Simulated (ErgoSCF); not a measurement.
# PBELYP/STO-3G run of RbF (SMILES [F][Rb])

What is the vertical electron affinity of RbF at PBELYP/STO-3G? 

Program for the calculation: ErgoSCF 3.8.

8 further runs of the same task are left out: 5 that didn't finish, 3 set aside as unsound or not needed.

## Step 1: The structure to begin with

The species is RbF (2 atoms), meant as a singlet with charge 0. As SMILES, `[F][Rb]`. The shape comes from GFN2-xTB, which is rough for such elements, and wasn't checked as a minimum.

Bond lengths: F1–Rb2 2.198 Å.

## Step 2: A single-point energy at PBELYP/STO-3G

The input, geom.xyz:

```xyz
2
FRb
F      0.000000     0.000000     0.000000
Rb     0.000000     0.000000     2.197590
```

Run with:

```console
$ ergo -m geom.xyz -e 'set_nthreads(1)' -e 'scf.max_number_of_iterations = 100' -e 'scf.output_mulliken_pop = 1' -e 'tmpdir = "."' -e 'basis = "STO-3G"' -e 'scf.convergence_threshold = 1e-06' -e 'XC.type = "LMG"' -e 'spin_polarization = 0' -e 'run "Combine pbex=1 lyp=1"'
```

The log of the run:

```text
[...]
INDF Weighted mixed functional:
[...]
INSC Energy   1 =      -2954.78957491362
[...]
INDE PURIFICATION CONVERGED after 25 iterations
[...]
INDE PURIFICATION CONVERGED after 39 iterations
[...]
INDE PURIFICATION CONVERGED after 34 iterations
[...]
INDE PURIFICATION CONVERGED after 34 iterations
[...]
INDE E(LUMO) - E(HOMO) <=          0.05867449748 =          1.59661442136 eV
[...]
INSC Energy  37 =      -3006.76937823231  ( diff     -0.000000000014552 )
[...]
RESC CONVERGED after  37 iterations.
RESC FINAL ENERGY:      -3006.76937823231
[...]
INSC SCF: dipole_moment_x [atomic units] =       0.00000000
INSC SCF: dipole_moment_y [atomic units] =      -0.00000000
INSC SCF: dipole_moment_z [atomic units] =       1.65044878
[...]
```

Wall time 4.2 s (1 thread of Arm Neoverse V1, shared host); peak memory 0.26 GiB.

## Step 3: The doublet anion

The input, mol.xyz:

```xyz
2

F      0.000000     0.000000     0.000000
Rb     0.000000     0.000000     2.197590
```

Run with:

```console
$ ergo -m mol.xyz -e 'set_nthreads("env")' -e 'charge = -1' -e 'scf.max_number_of_iterations = 100' -e 'scf.output_mulliken_pop = 1' -e 'scf.convergence_threshold = 1e-06' -e 'tmpdir = "."' -e 'basis = "STO-3G"' -e 'spin_polarization = 1' -e 'XC.type = "LMG"' -e 'run "Combine pbex=1 lyp=1"'
```

The log of the run:

```text
[...]
INDF Weighted mixed functional:
[...]
INSC Energy   1 =      -2996.35470826595
[...]
INDE PURIFICATION CONVERGED after 26 iterations
[...]
INDE PURIFICATION CONVERGED after 25 iterations
[...]
INDE PURIFICATION CONVERGED after 32 iterations
[...]
INDE E(LUMO) - E(HOMO) <=          0.07940135361 =          2.16062091199 eV
[...]
INSC Energy  25 =      -3006.49153312348  ( diff     -0.000000000010914 )
[...]
RESC CONVERGED after  25 iterations.
RESC FINAL ENERGY:      -3006.49153312348
RESC FINAL <S2> =          0.75104183457
[...]
INSC SCF: dipole_moment_x [atomic units] =       0.00000000
INSC SCF: dipole_moment_y [atomic units] =       0.00000000
INSC SCF: dipole_moment_z [atomic units] =      -2.77545129
[...]
```

Run time: 3.6 s. Hardware: 1 thread of Arm Neoverse V1, shared host; peak memory 0.26 GiB.

## Step 4: Outcome

Level: PBELYP/STO-3G.

| quantity | value |
| --- | --- |
| singlet RbF: total energy | -3006.76938 Eh |
| singlet RbF: dipole moment | 4.20 D |
| doublet anion: total energy | -3006.49153 Eh |
| doublet anion: ⟨S²⟩ | 0.751 |
| vertical electron affinity (to the doublet anion) | -7.561 eV |

What this shows: The anion lies 7.56 eV (729 kJ/mol) above the neutral: the electron isn't bound at this level, and such a value depends on the basis. Without diffuse functions anions come out too high. In a minimal basis such a difference can be off by several eV, whatever the method. Relativity is left out (singlet RbF) although the molecule holds a heavy atom. Relativity is left out (doublet anion) although the molecule holds a heavy atom.
